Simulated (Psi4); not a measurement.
**SiHBrO (SMILES O[Si]Br): MP2/aug-cc-pVDZ**

Aim: the vertical singlet–triplet gap of SiHBrO at MP2/aug-cc-pVDZ, from 2 runs. 

The results are computed with Psi4 1.11.

## 1. The molecule

SiHBrO: 4 atoms, total charge 0, spin state singlet. As SMILES, `O[Si]Br`. Geometry: relaxed at PBE0-D4/def2-TZVP.

Bond lengths: O1–Si2 1.636 Å, Si2–Br3 2.289 Å, O1–H4 0.963 Å. Angles: O1–Si2–Br3 101.2°, Si2–O1–H4 120.7°.

## 2. The energy at MP2/aug-cc-pVDZ

Contents of job.dat:

```
memory 1600 MB

molecule geom {
  0 1
  O
  Si 1 1.635526
  Br 2 2.28935 1 101.23745
  H 1 0.962708 2 120.67058 3 0.01005
  units angstrom
  symmetry c1
}

set basis aug-cc-pVDZ
set reference rhf
set puream true
set e_convergence 1e-09
set d_convergence 1e-08
set scf_type pk
set num_frozen_docc 15
set mp2_type conv

energy('mp2')
```

Started as:

```sh
psi4 -i job.dat -o job.out -n 1
```

job.out:

```text
[...]
  Running in c1 symmetry.
[...]
  Nuclear repulsion =  211.840037672564478
[...]
  Multiplicity = 1
[...]
  Nalpha       = 29
  Nbeta        = 29
[...]
    Number of basis functions: 95
[...]
   @RHF iter   1: -2936.66510421066505   -2.18276e+00   7.32158e-03 DIIS/ADIIS
[...]
   @RHF iter  12: -2936.84523266990482   -1.36424e-12   2.97429e-09 DIIS
[...]
    Orbital Energies [Eh]
    ---------------------
    Doubly Occupied:
       1A   -490.060094     2A    -68.872435     3A    -65.197189
       4A    -58.553423     5A    -58.552994     6A    -58.552815
       7A    -20.606722     8A     -9.848619     9A     -7.458911
      10A     -7.455074    11A     -7.454228    12A     -6.209930
      13A     -4.311984    14A     -4.311242    15A     -4.309949
      16A     -3.194813    17A     -3.193399    18A     -3.192400
      19A     -3.188397    20A     -3.188375    21A     -1.383712
      22A     -1.011480    23A     -0.774696    24A     -0.632454
      25A     -0.561011    26A     -0.529313    27A     -0.429098
      28A     -0.428152    29A     -0.366801
[...]
  @RHF Final Energy: -2936.84523266990482
   => Energetics <=
    Nuclear Repulsion Energy =            211.8400376725644776
    One-Electron Energy =               -4509.7111227626419350
    Two-Electron Energy =                1361.0258524201719865
    Total Energy =                      -2936.8452326699052719
[...]
 Multipole Moments:
 ------------------------------------------------------------------------------------
     Multipole            Electronic (a.u.)      Nuclear  (a.u.)        Total (a.u.)
 ------------------------------------------------------------------------------------
 L = 1.  Multiply by 2.5417464519 to convert [e a0] to [Debye]
 Dipole X            :          0.0000443           -0.0001450           -0.0001006
 Dipole Y            :         -7.2876957            7.4216220            0.1339263
 Dipole Z            :          4.9569790           -5.3450119           -0.3880330
 Magnitude           :                                                    0.4104946
[...]
	SCS-MP2 Total Energy (a.u.)        : -2937.25456935133434
	SOS-MP2 Total Energy (a.u.)        : -2937.21627601450427
	SCSN-MP2 Total Energy (a.u.)       : -2937.04742148836749
[...]
	SOS-PI-MP2 Total Energy (a.u.)     : -2937.27811657193752
[...]
	MP2 Total Energy (a.u.)            : -2937.26931546756123
[...]
```

Wall time 51 s (1 thread of Intel Xeon Platinum 8259CL at 2.50GHz (Skylake/Cascade Lake), shared host); peak memory 0.56 GiB.

## 3. The triplet, same level

Contents of input.inp:

```
memory 1600 MB

molecule system {
  0 3
  O     -0.885200     0.465100    -0.454500
  Si    -0.590500    -0.799600     0.539800
  Br     1.692600    -0.725200     0.691600
  H     -0.161400     0.999400    -0.797200
  symmetry c1
}

set {
  basis           aug-cc-pVDZ
  reference       uhf
  puream          true
  e_convergence   1e-09
  d_convergence   1e-08
  scf_type        pk
  num_frozen_docc 15
  mp2_type        conv
  maxiter         200
}

result = energy('mp2')
print_variables()
```

Started as:

```sh
psi4 -n 1 input.inp input.out
```

input.out:

```text
[...]
  Running in c1 symmetry.
[...]
  Nuclear repulsion =  211.840014137076139
[...]
  Multiplicity = 3
[...]
  Nalpha       = 30
  Nbeta        = 28
[...]
    Number of basis functions: 95
[...]
   @UHF iter   1: -2936.56960728464810   -2.08726e+00   7.37228e-03 DIIS/ADIIS
[...]
   @UHF iter  15: -2936.76836378658300   -7.27596e-12   6.94310e-09 DIIS
[...]
   @S^2 Observed:                2.006346107E+00
[...]
    Orbital Energies [Eh]
    ---------------------
    Alpha Occupied:
       1A   -490.073301     2A    -68.886487     3A    -65.209558
       4A    -58.566918     5A    -58.565258     6A    -58.565054
       7A    -20.592941     8A     -9.860976     9A     -7.474091
      10A     -7.465879    11A     -7.465794    12A     -6.227613
      13A     -4.337896    14A     -4.332977    15A     -4.328151
      16A     -3.208967    17A     -3.206224    18A     -3.205989
      19A     -3.198202    20A     -3.198162    21A     -1.377966
      22A     -1.025149    23A     -0.783552    24A     -0.641560
      25A     -0.578777    26A     -0.557748    27A     -0.452552
      28A     -0.448120    29A     -0.429078    30A     -0.289482
    Alpha Virtual:
[...]
  @UHF Final Energy: -2936.76836378658300
   => Energetics <=
    Nuclear Repulsion Energy =            211.8400141370761389
    One-Electron Energy =               -4509.2057680777925270
    Two-Electron Energy =                1360.5973901541335636
    Total Energy =                      -2936.7683637865829951
  UHF NO Occupations:
  HONO-2 :   28  A 1.9980548
  HONO-1 :   29  A 1.0000000
[...]
 Multipole Moments:
 ------------------------------------------------------------------------------------
     Multipole            Electronic (a.u.)      Nuclear  (a.u.)        Total (a.u.)
 ------------------------------------------------------------------------------------
 L = 1.  Multiply by 2.5417464519 to convert [e a0] to [Debye]
 Dipole X            :          7.9649374           -8.2434265           -0.2784891
 Dipole Y            :         -2.7004493            2.7469021            0.0464528
 Dipole Z            :          2.7937460           -2.8548365           -0.0610905
 Magnitude           :                                                    0.2888704
[...]
	SCS-MP2 Total Energy (a.u.)        : -2937.14788542669703
	SOS-MP2 Total Energy (a.u.)        : -2937.11006180736558
	SCSN-MP2 Total Energy (a.u.)       : -2936.96807249665471
[...]
	SOS-PI-MP2 Total Energy (a.u.)     : -2937.16701147749609
[...]
	MP2 Total Energy (a.u.)            : -2937.16658299523033
[...]
```

Wall time 54 s (1 thread of Intel Xeon Platinum 8259CL at 2.50GHz (Skylake/Cascade Lake), shared host); peak memory 0.57 GiB.

## 4. Outcome

Level: MP2/aug-cc-pVDZ, 15 core orbitals frozen.

```
                                                           quantity           value
                                              singlet: total energy  -2937.26932 Eh
                       singlet: HOMO energy (Hartree–Fock orbitals)        -9.98 eV
                       singlet: LUMO energy (Hartree–Fock orbitals)         0.60 eV
                     singlet: HOMO–LUMO gap (Hartree–Fock orbitals)        10.58 eV
              singlet: correlation energy (15 core orbitals frozen)      -424.1 mEh
                                              triplet: total energy  -2937.16658 Eh
triplet: HOMO energy (Hartree–Fock orbitals) (highest over α and β)        -7.88 eV
 triplet: LUMO energy (Hartree–Fock orbitals) (lowest over α and β)        -1.00 eV
              triplet: correlation energy (15 core orbitals frozen)      -398.2 mEh
                         triplet: ⟨S²⟩ of the reference determinant           2.006
                   vertical energy of the triplet above the singlet        2.795 eV
```

What this shows: At this shape the triplet lies 2.80 eV (270 kJ/mol) above the singlet.
